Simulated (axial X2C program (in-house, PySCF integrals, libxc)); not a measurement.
**SnSc: properties at the nuclei**

Aim: properties at the nuclei of SnSc, with spin–orbit coupling in the Hamiltonian from the start.

The runs use an in-house X2C program for linear molecules on PySCF integrals; two-component X2C with atomic mean-field terms, Sn dyall-cv3z, Sc dyall-cv3z.

All values are calculated.

**1. Input**

Contents of task.json:

```json
{
 "zs": [
  50,
  21
 ],
 "q": 0,
 "bas": [
  "dyall-cv3z",
  "dyall-cv3z"
 ],
 "r0": 2.88,
 "levels": [
  "PBE0",
  "HF",
  "B3LYP",
  "LDA",
  "BHandHLYP"
 ],
 "nst": 3
}
```

Keys: zs atomic numbers; q charge; bas basis sets; r0 starting distance in Å; levels methods (HF also brings MP2); nst determinants followed.

Started as:

```
$ python soeom.py task.json out
```

Nuclei are Gaussian, cores are contracted, and the Gaunt term is on.

**2. Expectation values, lowest determinant**

R = 2.759 Å. State: Ω = 3/2 (excess of +ω over −ω: ω = 3/2).

Output of the PBE0 run:

```text
two-component X2C + atomic mean field  PBE0
basis functions 260  fitting functions 1336  grid points 5804
iter        total energy     max residual
   1      -6937.531560638     9.27e-05
   2      -6937.531560667     5.67e-05
   3      -6937.531560710     8.21e-05
   4      -6937.531560743     2.40e-05
   5      -6937.531560757     2.14e-05
   6      -6937.531560764     5.51e-06
converged
one-electron -9933.20437523  Coulomb 3003.30863748  exact exchange -50.53802297  xc functional -154.80599700  nuclear repulsion 201.39038473  atomic mean-field constant -3.68218777
```

The highest occupied spinor is 48% Sc s, 34% Sn p, 8% Sc p.

```
    level  Eeff magnitude (GV/cm)  Ws magnitude Sn (kHz)  A∥/gI Sn (MHz)  qzz Sn (a.u.)  A∥/gI Sc (MHz)  qzz Sc (a.u.)  μ (D)
     PBE0                     2.5                   1.07            -432          -2.17            8.46          -0.75   2.92
       HF                    10.2                   3.89            -572          -0.23            -151          -1.19   2.09
    B3LYP                    1.81                   0.83            -356          -2.46            53.1          -0.77   3.02
      LDA                  0.0283                  0.133            -214          -3.91             128          -0.82   2.75
BHandHLYP                    4.14                   1.68            -429          -0.77           -60.4          -0.79   3.32
```

Eeff is the effective electric field on the electron dipole moment in this Ω state and Ws the scalar–pseudoscalar constant (defined with the proton number Z and per Ω); A∥ is the parallel hyperfine constant, which follows by multiplying with the nuclear g factor gI = μI/(I μN); qzz is the electric field gradient, eQq0 = 234.96 MHz × Q/barn × qzz; μ is positive if Sc is the positive end. The operators were transformed with the bare-nucleus X2C matrices.

**3. Expectation values, a higher determinant**

R = 2.759 Å. State: Ω = 1/2 (excess of +ω over −ω: 2 × ω = -1/2, ω = 3/2), 0.07 eV above the lowest in the PBE0 search for states (made at or near this distance, with looser thresholds).

Output of the PBE0 run:

```text
two-component X2C + atomic mean field  PBE0
basis functions 260  fitting functions 1336  grid points 5804
iter        total energy     max residual
   1      -6937.529016610     4.86e-05
   2      -6937.529016676     3.90e-05
   3      -6937.529016725     2.71e-05
   4      -6937.529016737     3.49e-05
   5      -6937.529016762     6.60e-06
   6      -6937.529016764     6.94e-06
converged
one-electron -9933.75431879  Coulomb 3003.88521361  exact exchange -50.54526269  xc functional -154.82284585  nuclear repulsion 201.39038473  atomic mean-field constant -3.68218777
```

The highest occupied spinor is 55% Sn p, 27% Sc d, 12% Sc p.

```
    level  Eeff magnitude (GV/cm)  Ws magnitude Sn (kHz)  A∥/gI Sn (MHz)  qzz Sn (a.u.)  A∥/gI Sc (MHz)  qzz Sc (a.u.)  μ (D)
     PBE0                    2.57                   2.95           -1300          -2.06            -706          -0.83   3.70
       HF                    7.01                   7.98           -1710          -0.73            -875          -1.30   2.85
    B3LYP                    1.72                   2.04           -1130          -2.30            -585          -0.81   3.58
      LDA                    1.82                   2.12           -1130          -3.81            -601          -0.87   3.18
BHandHLYP                    3.06                   3.57           -1190          -0.98            -733          -0.83   4.02
```

**4. Expectation values, a higher determinant**

R = 2.759 Å. State: Ω = 1/2 (excess of +ω over −ω: ω = 1/2), 0.22 eV above the lowest in the PBE0 search for states (made at or near this distance, with looser thresholds).

Output of the PBE0 run:

```text
two-component X2C + atomic mean field  PBE0
basis functions 260  fitting functions 1336  grid points 5804
iter        total energy     max residual
   1      -6937.523638637     6.77e-05
   2      -6937.523638714     7.04e-05
   3      -6937.523638877     4.75e-05
   4      -6937.523638958     3.90e-05
   5      -6937.523638998     2.05e-05
   6      -6937.523639021     2.06e-05
   7      -6937.523639032     1.47e-05
   8      -6937.523639035     5.08e-06
converged
one-electron -9933.82061950  Coulomb 3003.96009016  exact exchange -50.54767094  xc functional -154.82363571  nuclear repulsion 201.39038473  atomic mean-field constant -3.68218777
```

The highest occupied spinor is 58% Sn p, 24% Sc d, 12% Sc p.

```
    level  Eeff magnitude (GV/cm)  Ws magnitude Sn (kHz)  A∥/gI Sn (MHz)  qzz Sn (a.u.)  A∥/gI Sc (MHz)  qzz Sc (a.u.)  μ (D)
     PBE0                    4.46                   5.16            1330          -0.68             950          -0.60   3.48
       HF                    10.9                   12.6            1450          -0.50            1400          -0.29   2.15
    B3LYP                    3.09                   3.65            1210          -0.59             735          -0.54   3.57
      LDA                    1.55                    1.9            1350          -0.91             334          -0.61   3.75
BHandHLYP                    5.08                   5.89            1220          -0.33             993          -0.59   3.67
```

**5. Summary of results**

| quantity | value |
| --- | --- |
| lowest determinant | Ω = 3/2 (excess of +ω over −ω: ω = 3/2) |
| Eeff magnitude (GV/cm), PBE0 | 2.5 |
| Ws magnitude Sn (kHz), PBE0 | 1.07 |
| A∥/gI Sn (MHz), PBE0 | -432 |
| qzz Sn (a.u.), PBE0 | -2.17 |
| higher determinant | Ω = 1/2 (excess of +ω over −ω: 2 × ω = -1/2, ω = 3/2) |
| Eeff magnitude (GV/cm), PBE0, higher determinant | 2.57 |
| Ws magnitude Sn (kHz), PBE0, higher determinant | 2.95 |
| A∥/gI Sn (MHz), PBE0, higher determinant | -1300 |
| qzz Sn (a.u.), PBE0, higher determinant | -2.06 |
| higher determinant | Ω = 1/2 (excess of +ω over −ω: ω = 1/2) |
| Eeff magnitude (GV/cm), PBE0, higher determinant | 4.46 |
| Ws magnitude Sn (kHz), PBE0, higher determinant | 5.16 |
| A∥/gI Sn (MHz), PBE0, higher determinant | 1330 |
| qzz Sn (a.u.), PBE0, higher determinant | -0.68 |

What this shows: In the first state, the effective field runs from 0.0283 to 10.2 GV/cm over the mean-field levels, so the levels don't agree on it. The expectation values come from single determinants, which for open shells can mix terms of unlike spin or miss the lowest Ω, so a determinant need not be a state. Eeff is the effective electric field on the electron dipole moment in this Ω state and Ws the scalar–pseudoscalar constant (defined with the proton number Z and per Ω); A∥ is the parallel hyperfine constant, which follows by multiplying with the nuclear g factor gI = μI/(I μN); qzz is the electric field gradient, eQq0 = 234.96 MHz × Q/barn × qzz; μ is positive if Sc is the positive end. The operators were transformed with the bare-nucleus X2C matrices. A second determinant lies within 0.1 eV of the first, so their order is not settled at this level.
